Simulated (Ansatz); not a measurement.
# Zr3SnO8: the cell at several levels of theory

How does the equilibrium cell of Zr3SnO8, rutile host depend on the functional? It is relaxed with PBE, r2SCAN and PBEsol. This is a trial cell built on a prototype, not taken from a measured structure, and it needn't be the compound's ground state.

The runs shown are made with Ansatz 0.2.0. PAW datasets, plane waves, zero pressure. (Calculated; spin-unpolarised; the phase may be known or hypothetical.)

### 1 The structure to begin with

This is the cell as the run starts from it, not yet at rest; its lengths are not the crystal's.

It is orthorhombic, Cmmm (No. 65); conventional cell a = 7.235 Å, b = 7.235 Å, c = 6.887 Å, 15.02 Å³ an atom. Zr has 6 O at 2.21–2.22 Å; O has 3 Zr at 2.21–2.22 Å; O has 2 Zr at 2.21–2.22 Å and 1 Sn at 2.22 Å; Sn has 6 O at 2.21–2.22 Å.

Structure file:

```xyz
12
Lattice="3.6173 -3.6173 0.0000 3.6173 3.6173 0.0000 0.0000 0.0000 6.8874" Properties=species:S:1:pos:R:3 pbc="T T T"
Zr    3.6173    0.0000    0.0000
Zr    0.0000    0.0000    5.1655
O     1.4037    0.0000    0.0000
O     5.8309    0.0000    0.0000
O     3.6173   -1.4037    5.1655
O     3.6173    1.4037    5.1655
Sn    3.6173    0.0000    3.4437
Zr    0.0000    0.0000    1.7218
O     1.4037    0.0000    3.4437
O     5.8309    0.0000    3.4437
O     3.6173   -1.4037    1.7218
O     3.6173    1.4037    1.7218
```

### 2 Relaxation with PBE

input.yaml

```yaml
crystal:
  lattice:
    - [3.61733338, -3.61733338, 0.0]
    - [3.61733338, 3.61733338, 0.0]
    - [0.0, 0.0, 6.88737678]
  atoms:
    - { symbol: Zr, position: [0.5, 0.5, 0.0] }
    - { symbol: Zr, position: [0.0, 0.0, 0.75] }
    - { symbol: O, position: [0.1940277, 0.1940277, 0.0] }
    - { symbol: O, position: [0.8059723, 0.8059723, 0.0] }
    - { symbol: O, position: [0.6940277, 0.3059723, 0.75] }
    - { symbol: O, position: [0.3059723, 0.6940277, 0.75] }
    - { symbol: Sn, position: [0.5, 0.5, 0.5] }
    - { symbol: Zr, position: [0.0, 0.0, 0.25] }
    - { symbol: O, position: [0.1940277, 0.1940277, 0.5] }
    - { symbol: O, position: [0.8059723, 0.8059723, 0.5] }
    - { symbol: O, position: [0.6940277, 0.3059723, 0.25] }
    - { symbol: O, position: [0.3059723, 0.6940277, 0.25] }
kpoints:
  mp_grid: { grid: [4, 4, 4] }
hamiltonian:
  xc: pbe
scf:
  occupations: { method: fermi_dirac, width: 0.02 }
relax:
  f_tol: 0.005
  cell: {}
output:
  write_density: true
  write_potential: true
  elf: true
  volumetric_format: npy
```

Log:

```text
Engine: ansatz 0.2.0, x86_64-unknown-linux-gnu
Pseudopotentials: kind: paw
Pseudopotential: Zr, paw, valence charge 12, recommended cutoff 420 eV (normal), Zr.paw.azcp
Pseudopotential: O, paw, valence charge 6, recommended cutoff 420 eV (normal), O.paw.azcp
Pseudopotential: Sn, paw, valence charge 14, recommended cutoff 420 eV (normal), Sn.paw.azcp
Functional definition: PBE
  parameter kappa = 0.804
  parameter beta = 0.06672455060314922
  exchange = pbe_x(kappa = kappa, mu = beta*pi^2/3)
  correlation = pbe_c(beta = beta)
Crystal: 12 atoms, lattice volume = 180.244 Å³
Basis set: ecut = 420 eV, 3551 PW (Γ), exchange–correlation on 72×72×96 points (8 copies of the dense FFT grid, shifted against one another)
Bands: 61, of which v1, the nominal top of the filled ones, is band 49 counted from 1 (48 counted from 0)
Symmetry: 8 space group operations
Space group: Cmmm (ITA 65), of the structure as read, at distance tolerance 5.6e-5 Å
k-points: 21 of 64
Non-local potential: Zr, projectors of the file, l = 0: 3, l = 1: 2, l = 2: 2, l = 3: 2
Non-local potential: O, projectors of the file, l = 0: 2, l = 1: 2, l = 2: 1
Non-local potential: Sn, projectors of the file, l = 0: 2, l = 1: 2, l = 2: 2, l = 3: 2
PAW form: soft (Blöchl's): semilocal exchange-correlation on the pseudo side does not see the compensation charge
PAW one-centre angular grid: Zr, 590 points (default); XC on 64 Gauss nodes
PAW one-centre angular grid: O, 110 points (default); XC on 64 Gauss nodes
PAW one-centre angular grid: Sn, 590 points (default); XC on 64 Gauss nodes
Initial density: superposition of atomic densities (neutral atoms: chi_scale 0, normalization atom), corrected by the library's trained network
Initial wavefunctions: pseudopotential atomic-orbital guess
Functional: x = pbe(κ = 0.804, μ = 0.2195149727645171), c = pbe(β = 0.06672455060314922)
SCF iter   1: F=—  HF=-23128.605504 eV  |F-HF|=—  |Δ(HF+E_count)|=         —  Δρ=3.30e-3  dr2=2.15e-2  ethr=1.77e-3  ⟨swp⟩=6.1  Hψ=4558  notcnv=0  defer=2
preconditioner: auto → Resta (q_TF=auto, 2.465 Å⁻¹)  ε∞=3.8  [insulator: Δε(μ)=1.728 eV  Ē_g=15.738 eV  σ=0.020 eV  W_gap=1.00  n_scr=40 (ndim 8)  ℏωp=26.5 eV  f_vac=0.050  D(μ)=0.00/eV (n_scr^D=0)  ε∞_Penn≈3.8]
SCF iter   2: F=—  HF=-23128.601593 eV  |F-HF|=—  |Δ(HF+E_count)|=   3.91e-3  Δρ=1.81e-3  dr2=3.12e-3  ethr=2.19e-5  ⟨swp⟩=2.1  Hψ=2280  notcnv=0  defer=126
SCF iter   3: F=—  HF=-23128.601233 eV  |F-HF|=—  |Δ(HF+E_count)|=   3.60e-4  Δρ=7.85e-4  dr2=7.91e-4  ethr=3.19e-6  ⟨swp⟩=2.0  Hψ=1794  notcnv=0  defer=126
SCF iter   4: F=—  HF=-23128.601420 eV  |F-HF|=—  |Δ(HF+E_count)|=   1.87e-4  Δρ=1.83e-4  dr2=4.96e-5  ethr=8.07e-7  ⟨swp⟩=2.0  Hψ=1599  notcnv=0  defer=126
SCF iter   5: F=—  HF=-23128.601154 eV  |F-HF|=—  |Δ(HF+E_count)|=   2.67e-4  Δρ=8.58e-5  dr2=1.17e-5  ethr=5.06e-8  ⟨swp⟩=2.0  Hψ=2087  notcnv=0  defer=126
SCF iter   6: F=—  HF=-23128.601156 eV  |F-HF|=—  |Δ(HF+E_count)|=   2.18e-6  Δρ=5.05e-5  dr2=4.14e-6  ethr=1.19e-8  ⟨swp⟩=2.0  Hψ=1796  notcnv=0  defer=126
SCF iter   7: F=—  HF=-23128.601156 eV  |F-HF|=—  |Δ(HF+E_count)|=   4.32e-7  Δρ=1.44e-5  dr2=3.49e-7  ethr=4.22e-9  ⟨swp⟩=2.0  Hψ=1632  notcnv=0  defer=126
SCF iter   8: F=—  HF=-23128.601156 eV  |F-HF|=—  |Δ(HF+E_count)|=   2.31e-7  Δρ=8.29e-6  dr2=1.17e-7  ethr=1.02e-10  ⟨swp⟩=10.0  Hψ=9371  notcnv=0
SCF iter   9: F=-23128.601156 eV  HF=-23128.601156 eV  |F-HF|=8.45e-9  |Δ(HF+E_count)|=   3.74e-9  Δρ=1.66e-6  dr2=4.95e-9  ethr=1.02e-10  ⟨swp⟩=9.1  Hψ=8014  notcnv=0
SCF 1 converged in 9 iterations: F = -23128.601156 eV  dr2 = 4.95e-9
relax step   1: F+E_penalty+E_count = -23128.60115640 eV  Δ(F+E_penalty+E_count) = +0.000e0 eV  max|allowed force component| = 5.045e-1 eV/Å  Δτ_max = 0.0000 Å  P = -21.047 GPa  Ω = 180.244 Å³  (9 SCF iters, dr2 threshold 1.00e-7 eV, accepted)
[... from here on, the SCF cycles and remarks between the steps are left out ...]
relax step   2: F+E_penalty+E_count = -23130.45718694 eV  Δ(F+E_penalty+E_count) = -1.856e0 eV  max|allowed force component| = 3.797e-1 eV/Å  Δτ_max = 0.0087 Å  P = -2.786 GPa  Ω = 158.847 Å³  energy of the carried Pulay correction = +7.925e-2 eV  (9 SCF iters, dr2 threshold 1.20e-6 eV, accepted)
relax step   3: F+E_penalty+E_count = -23130.50857102 eV  Δ(F+E_penalty+E_count) = -5.138e-2 eV  max|allowed force component| = 1.157e-1 eV/Å  Δτ_max = 0.0252 Å  P = +0.883 GPa  Ω = 155.534 Å³  energy of the carried Pulay correction = +9.242e-2 eV  (7 SCF iters, dr2 threshold 1.20e-6 eV, accepted)
relax step   4: F+E_penalty+E_count = -23130.50992705 eV  Δ(F+E_penalty+E_count) = -1.356e-3 eV  max|allowed force component| = 6.304e-2 eV/Å  Δτ_max = 0.0072 Å  P = -0.015 GPa  Ω = 156.217 Å³  energy of the carried Pulay correction = +8.969e-2 eV  (6 SCF iters, dr2 threshold 1.20e-6 eV, accepted)
relax step   5: F+E_penalty+E_count = -23130.51042074 eV  Δ(F+E_penalty+E_count) = -4.937e-4 eV  max|allowed force component| = 5.810e-3 eV/Å  Δτ_max = 0.0028 Å  P = +0.002 GPa  Ω = 156.160 Å³  energy of the carried Pulay correction = +8.991e-2 eV  (4 SCF iters, dr2 threshold 2.48e-7 eV, accepted)
relax step   6: F+E_penalty+E_count = -23130.51045493 eV  Δ(F+E_penalty+E_count) = -3.419e-5 eV  max|allowed force component| = 2.497e-3 eV/Å  Δτ_max = 0.0005 Å  P = +0.007 GPa  Ω = 156.154 Å³  energy of the carried Pulay correction = +8.994e-2 eV  (6 SCF iters, dr2 threshold 2.11e-9 eV, accepted)
relax step   7: F+E_penalty+E_count = -23130.46719629 eV  Δ(F+E_penalty+E_count) = +4.326e-2 eV  max|allowed force component| = 3.429e-3 eV/Å  Δτ_max = 0.0000 Å  P = -0.536 GPa  Ω = 156.154 Å³  stress off target by 5.57e-1 GPa  SCF on the basis re-selected at this cell (its energy is not comparable with the rows above)  (8 SCF iters)
relax step   8: F+E_penalty+E_count = -23130.46973386 eV  Δ(F+E_penalty+E_count) = -2.538e-3 eV  max|allowed force component| = 9.366e-4 eV/Å  Δτ_max = 0.0008 Å  P = +0.005 GPa  Ω = 155.710 Å³  energy of the carried Pulay correction = +1.797e-3 eV  (5 SCF iters, dr2 threshold 7.76e-7 eV, accepted)
relax step   9: F+E_penalty+E_count = -23130.46811467 eV  Δ(F+E_penalty+E_count) = +1.619e-3 eV  max|allowed force component| = 8.692e-4 eV/Å  Δτ_max = 0.0000 Å  P = -0.008 GPa  Ω = 155.710 Å³  stress off target by 1.14e-2 GPa  SCF on the basis re-selected at this cell (its energy is not comparable with the rows above)  (6 SCF iters)
basis re-selected at this cell: Δ(F+E_penalty+E_count) = +1.619e-3 eV, ΔP = -0.013 GPa vs the last step (what re-selecting the basis moved, of the pressure what is left beyond the Pulay correction that the steps carried, after the strain that the cell walked since its last selection, with what the two solves' SCF thresholds leave and, on support functions, any second-order correction that the steps lacked; it is no measure of the basis error at this ecutwfc). This SCF's stress stands 1.14e-2 GPa from its target on what of the cell is left free (relax.cell.stress_tol is 5.00e-2 GPa) and its largest allowed force component is 8.69e-4 eV/Å (relax.f_tol is 5.00e-3 eV/Å): within both
SCF converged after 6 iterations
Free energy (F): -23130.468115 eV
Harris-Foulkes:  -23130.468115 eV  (|F-HF|=1.46e-11)
Internal energy: -23130.468115 eV  (E = F + TS)
E sigma→0 (E₀):  -23130.468115 eV
Fermi energy:    10.075082 eV
--- Per-component energies (eV) ---
  E_band       = -474.402126
  E_kinetic    = 2593.899236
  E_local      = -5723.343026  (includes V_loc(G=0)·N_el)
  E_nonlocal   = 580.082041
  E_hartree    = 2196.645819
  E_xc         = -1459.122371
  E_vxc        = -1424.392674  (∫ρ·V_xc dr)
  E_paw        = -14270.244502  (= ΣΔE_a)
  E_vpaw       = -893.959038  (= ΣTr[D̂ρ^β])
  E_aug_tail   = 0.019905  (compensation charges beyond the density's cutoff)
  E_ewald      = -7048.405216
  E_smearing   = -0.000000  (= −TS)
  E_closure    = -0.000000  (closes the sum)
  Σ components = -23130.468115   (vs F -23130.468115, Δ=0.00e0)
--- Forces (eV/Å), atoms counted from 1 ---
  atom   1  Zr    -0.00000000     0.00000000     0.00000000
  atom   2  Zr     0.00000000     0.00000000    -0.00033519
  atom   3  O     -0.00086918    -0.00000000     0.00000000
  atom   4  O      0.00086918     0.00000000    -0.00000000
  atom   5  O      0.00000000    -0.00026331    -0.00048184
  atom   6  O      0.00000000     0.00026331    -0.00048184
  atom   7  Sn     0.00000000    -0.00000000     0.00000000
  atom   8  Zr     0.00000000    -0.00000000     0.00033519
  atom   9  O     -0.00036293    -0.00000000     0.00000000
  atom  10  O      0.00036293     0.00000000    -0.00000000
  atom  11  O      0.00000000    -0.00026331     0.00048184
  atom  12  O     -0.00000000     0.00026331     0.00048184
  max |Σ_I F_I| component: 1.63e-19 eV/Å
--- Stress (GPa, compression-positive) ---
       -0.011367      -0.000000       0.000000
       -0.000000      -0.007504       0.000000
        0.000000       0.000000      -0.005382
  P = ⅓ Tr σ = -0.0081 GPa (-0.081 kbar)
--- Band table (eV; the first three rows and the last of 21) ---
  k-point 0: bands = ["-39.0156", "-38.9366", "-38.8882", "-17.6018", "-17.3223", "-17.2791", "-17.2496", "-17.0246", "-17.0222", "-16.9781", "-16.9560", "-16.7937", "-11.6832", "-11.6440", "-11.2670", "-11.2215", "-11.2063", "-8.8001", "-7.8623", "-7.7348", "-7.6497", "-7.0824", "-6.9122", "-6.8549", "-6.8453", "2.0946", "4.2253", "4.3104", "4.9099", "5.1218", "5.1890", "5.2582", "5.2585", "5.6023", "5.9934", "6.1745", "6.3046", "6.8035", "6.8310", "6.9510", "6.9628", "7.0184", "7.3130", "7.7578", "7.8839", "7.9947", "8.1752", "8.2120", "8.7737", "11.3762", "12.7099", "13.2139", "13.5521", "13.5981", "13.7068", "13.7937", "13.8730", "14.0007", "14.9912", "16.1788", "16.3085"]
[... 3 lines left out ...]
--- Relaxed structure (7 steps of the walk, 7 accepted, 2 SCFs on fresh bases) ---
  F+E_penalty+E_count = -23130.46811467 eV   max|allowed force component| = 8.692e-4 eV/Å   (the final SCF, on the basis selected at the relaxed cell)
  cell:  # Å, volume = 155.7097 Å³
    - [3.4453244559964036, -3.4668968697598173, 0.0]
    - [3.4453244559964036, 3.4668968697598173, 0.0]
    - [0.0, 0.0, 6.518006004699497]
  atoms:
    - { symbol: Zr, position: [0.5, 0.5, 5.2472913230374316e-20] }
    - { symbol: Zr, position: [3.122126562207363e-20, 5.120287562020074e-20, 0.7493460832354212] }
    - { symbol: O, position: [0.19366197490445639, 0.19366197490445639, 5.2472913230374316e-20] }
    - { symbol: O, position: [0.8063380250955439, 0.8063380250955439, 5.2472913230374316e-20] }
    - { symbol: O, position: [0.6942638503708913, 0.3057361496291086, 0.7481218029834543] }
    - { symbol: O, position: [0.3057361496291086, 0.6942638503708913, 0.7481218029834543] }
    - { symbol: Sn, position: [0.5, 0.5, 0.5] }
    - { symbol: Zr, position: [3.122126562207363e-20, 5.120287562020074e-20, 0.2506539167645788] }
    - { symbol: O, position: [0.19576189004111755, 0.19576189004111755, 0.5] }
    - { symbol: O, position: [0.8042381099588825, 0.8042381099588825, 0.5] }
    - { symbol: O, position: [0.6942638503708913, 0.3057361496291086, 0.2518781970165458] }
    - { symbol: O, position: [0.3057361496291086, 0.6942638503708913, 0.2518781970165458] }
```

Wall time 20 s (1 × NVIDIA H100 80GB HBM3 with 2 threads of AMD EPYC 7R13 (Zen 3), shared host); peak host memory 1.2 GiB.

Step by step:

```
step  energy change (meV/atom)  largest force (eV/Å)  pressure (GPa)  volume (Å³/atom)
   1                       0.0                0.5045          -21.05            15.020
   2                    -154.7                0.3797           -2.79            13.237
   3                    -159.0                0.1157            0.88            12.961
   4                    -159.1                0.0630           -0.01            13.018
   5                    -159.1                0.0058            0.00            13.013
   6                    -159.1                0.0025            0.01            13.013
   7                    -155.5                0.0034           -0.54            13.013
   8                    -155.7                0.0009            0.01            12.976
   9                    -155.6                0.0009           -0.01            12.976
```

Steps 7, 9 solve the same cell on a plane-wave basis chosen anew, so the energy can jump there without a move.

The table lists every geometry solved, with passes on a fresh basis, whose energies don't compare exactly with the rows above.

```
                       before   after    change
                a (Å)   7.235   6.891   -4.76 %
                b (Å)   7.235   6.934   -4.16 %
                c (Å)   6.887   6.518   -5.36 %
     volume (Å³/atom)  15.020  12.976  -13.61 %
shortest distance (Å)   2.214   2.096   -5.29 %
          space group    Cmmm    Cmmm      same
```

Axes a, b and c in the maps are those of this run's conventional cell (a, b, c = 6.891, 6.934, 6.518 Å).

Density in a lattice plane of the grid's cell (edges 6.89 and 6.52 Å, at 0.000 of the third edge), which holds Zr and O and Sn.

Values in e/Å³, 12 rows by 12 columns:
```
 0.38  0.62  2.36  1.46  0.33  1.48  3.40  1.48  0.33  1.46  2.36  0.62
 3.38  1.61  0.35  0.19  0.09  0.19  0.40  0.19  0.09  0.19  0.35  1.61
 2.86  3.22  0.22  0.06  0.05  0.13  0.20  0.13  0.05  0.06  0.22  3.22
 3.45  1.64  0.35  0.19  0.10  0.21  0.38  0.21  0.10  0.19  0.35  1.64
 0.38  0.59  2.35  1.49  0.35  1.24  4.50  1.24  0.35  1.49  2.35  0.59
 0.19  0.89  6.80  4.62  0.65  3.79 14.79  3.79  0.65  4.62  6.80  0.89
 0.38  0.59  2.35  1.49  0.35  1.24  4.50  1.24  0.35  1.49  2.35  0.59
 3.45  1.64  0.35  0.19  0.10  0.21  0.38  0.21  0.10  0.19  0.35  1.64
 2.86  3.22  0.22  0.06  0.05  0.13  0.20  0.13  0.05  0.06  0.22  3.22
 3.38  1.61  0.35  0.19  0.09  0.19  0.40  0.19  0.09  0.19  0.35  1.61
 0.38  0.62  2.36  1.46  0.33  1.48  3.40  1.48  0.33  1.46  2.36  0.62
 0.21  0.98  6.98  4.69  0.64  3.29  2.67  3.29  0.64  4.69  6.98  0.98
```
Columns run along the first of these edges and rows up along the second, over one cell in 12 and 12 even steps from the bottom left corner. Atoms in the plane (fractional): Zr at (0.50, 0.00), Zr at (0.00, 0.75), O at (0.19, 0.00), O at (0.81, 0.00), Sn at (0.50, 0.50), Zr at (0.00, 0.25), O at (0.20, 0.50), O at (0.80, 0.50).

ELF in the same plane.

Values, 12 rows by 12 columns:
```
0.12 0.35 0.81 0.82 0.19 0.71 0.79 0.71 0.19 0.82 0.81 0.35
0.78 0.64 0.23 0.42 0.06 0.06 0.15 0.06 0.06 0.42 0.23 0.64
0.03 0.82 0.09 0.04 0.03 0.08 0.09 0.08 0.03 0.04 0.09 0.82
0.78 0.65 0.24 0.39 0.08 0.12 0.15 0.12 0.08 0.39 0.24 0.65
0.15 0.32 0.83 0.80 0.29 0.22 0.08 0.22 0.29 0.80 0.83 0.32
0.09 0.73 0.43 0.68 0.39 0.09 0.00 0.09 0.39 0.68 0.43 0.73
0.15 0.32 0.83 0.80 0.29 0.22 0.08 0.22 0.29 0.80 0.83 0.32
0.78 0.65 0.24 0.39 0.08 0.12 0.15 0.12 0.08 0.39 0.24 0.65
0.03 0.82 0.09 0.04 0.03 0.08 0.09 0.08 0.03 0.04 0.09 0.82
0.78 0.64 0.23 0.42 0.06 0.06 0.15 0.06 0.06 0.42 0.23 0.64
0.12 0.35 0.81 0.82 0.19 0.71 0.79 0.71 0.19 0.82 0.81 0.35
0.11 0.77 0.40 0.73 0.27 0.81 0.00 0.81 0.27 0.73 0.40 0.77
```
Columns run along the first of these edges and rows up along the second, over one cell in 12 and 12 even steps from the bottom left corner. Atoms in the plane (fractional): Zr at (0.50, 0.00), Zr at (0.00, 0.75), O at (0.19, 0.00), O at (0.81, 0.00), Sn at (0.50, 0.50), Zr at (0.00, 0.25), O at (0.20, 0.50), O at (0.80, 0.50).

Both are smooth fields of the valence electrons: close to the nuclei they are not physical.

Maxima of ELF outside the ion cores: 0.84 in the shell around O, 0.6 Å from O.

[end of part 1 of 3]
